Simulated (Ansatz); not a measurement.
# C2H8InNOSi: how energies converge with the basis set

An exercise on one series of results from a longer session: the logs are not shown, and one member is left open.

Program: Ansatz 0.2.0, Gaussian basis. Level of theory: one geometry, several basis sets. These are calculated values, not measurements.

The runs, in order: PBE0-D4/def2-SVP; ωB97M-V/def2-SVP; PBE0-D4/def2-QZVPP; ωB97M-V/def2-QZVPP; the functionals' def2-TZVPP values are taken from earlier runs.

## The geometry

The geometry comes from an earlier relaxation with PBE0-D4 in a triple-zeta def2 set; it is a stationary point, not always the lowest conformer. In takes the def2 core potential; no spin-orbit term is included.

SMILES `C=C(N)[SiH](O)[InH2]`, 14 atoms, charge 0, spin multiplicity 1.

Atoms are counted from 1 here; the program's logs count them from 0.

Bond lengths: C1–C2 1.330 Å, C1–H7 1.089 Å, C1–H8 1.083 Å, C2–N3 1.434 Å, C2–Si4 1.897 Å, N3–H9 1.014 Å, N3–H10 1.014 Å, Si4–O5 1.663 Å, Si4–In6 2.571 Å, Si4–H11 1.493 Å, O5–H12 0.959 Å, In6–H13 1.728 Å, In6–H14 1.731 Å. Angles: C2–C1–H7 122.6°, C2–C1–H8 120.5°, H7–C1–H8 116.9°, C1–C2–N3 121.9°, C1–C2–Si4 126.8°, N3–C2–Si4 108.4°, C2–N3–H9 112.2°, C2–N3–H10 114.0°, H9–N3–H10 109.1°, C2–Si4–O5 111.8°, C2–Si4–In6 82.7°, C2–Si4–H11 107.2°, O5–Si4–In6 112.3°, O5–Si4–H11 109.4°, In6–Si4–H11 129.4°, Si4–O5–H12 116.4°, Si4–In6–H13 118.3°, Si4–In6–H14 121.3° and more.

Geometry (Å):

```
C    -1.9781    0.4170    0.4601
C    -0.7495    0.3190   -0.0405
N     0.2357    1.3406    0.1635
Si    0.1393   -1.2714   -0.5699
O     0.5855   -1.2267   -2.1714
In    1.9793   -0.3676    0.9819
H    -2.3313    1.3060    0.9799
H    -2.6683   -0.4141    0.3879
H     0.6757    1.6273   -0.7041
H    -0.1150    2.1613    0.6455
H    -0.8118   -2.4013   -0.3525
H    -0.1106   -1.3818   -2.8131
H     1.7096   -0.4170    2.6879
H     3.4394    0.3086    0.3449
```

Set-up of the first run:

The input, in.yaml:

```yaml
crystal:
  periodic: [false, false, false]
  atoms:
    - {symbol: C, position_ang: [-1.978128, 0.417038, 0.460067]}
    - {symbol: C, position_ang: [-0.749493, 0.319018, -0.040545]}
    - {symbol: N, position_ang: [0.235744, 1.340633, 0.163502]}
    - {symbol: Si, position_ang: [0.139301, -1.271365, -0.569884]}
    - {symbol: O, position_ang: [0.585490, -1.226705, -2.171416]}
    - {symbol: In, position_ang: [1.979341, -0.367593, 0.981885]}
    - {symbol: H, position_ang: [-2.331283, 1.305997, 0.979862]}
    - {symbol: H, position_ang: [-2.668273, -0.414109, 0.387921]}
    - {symbol: H, position_ang: [0.675719, 1.627312, -0.704099]}
    - {symbol: H, position_ang: [-0.115042, 2.161274, 0.645478]}
    - {symbol: H, position_ang: [-0.811834, -2.401345, -0.352478]}
    - {symbol: H, position_ang: [-0.110562, -1.381769, -2.813056]}
    - {symbol: H, position_ang: [1.709599, -0.417018, 2.687909]}
    - {symbol: H, position_ang: [3.439409, 0.308622, 0.344864]}
basis:
  gaussian: {orbitals: def2-SVP}
hamiltonian: {xc: pbe0, dispersion: d4}
output: {orbitals: {seedname: orbitals}}
```

On the command line:

```
$ ansatz run in.yaml --threads 2 --pin off --events-out ev --progress --plain --max-ram 31744MiB --backend cpu
```

Steps of the session up to this table: PBE0-D4 in def2-SVP; ωB97M-V in def2-SVP; PBE0-D4 in def2-QZVPP; ωB97M-V in def2-QZVPP.

One of the session's tables, all rows but one given; the rest of the session is left out.

It belongs to the step «Density functionals: the series». 

| functional | basis | HOMO (eV) |
| --- | --- | --- |
| PBE0-D4 | def2-SVP | -6.43 |
| PBE0-D4 | def2-TZVPP | -6.51 |
| PBE0-D4 | def2-QZVPP | -6.53 |
| ωB97M-V | def2-SVP | -8.40 |
| ωB97M-V | def2-TZVPP | -8.51 |
| ωB97M-V | def2-QZVPP | ? |

Estimate the missing values for ωB97M-V, def2-QZVPP.

**Answer.** HOMO (eV): -8.53. In the column «HOMO (eV)» it is the lowest.
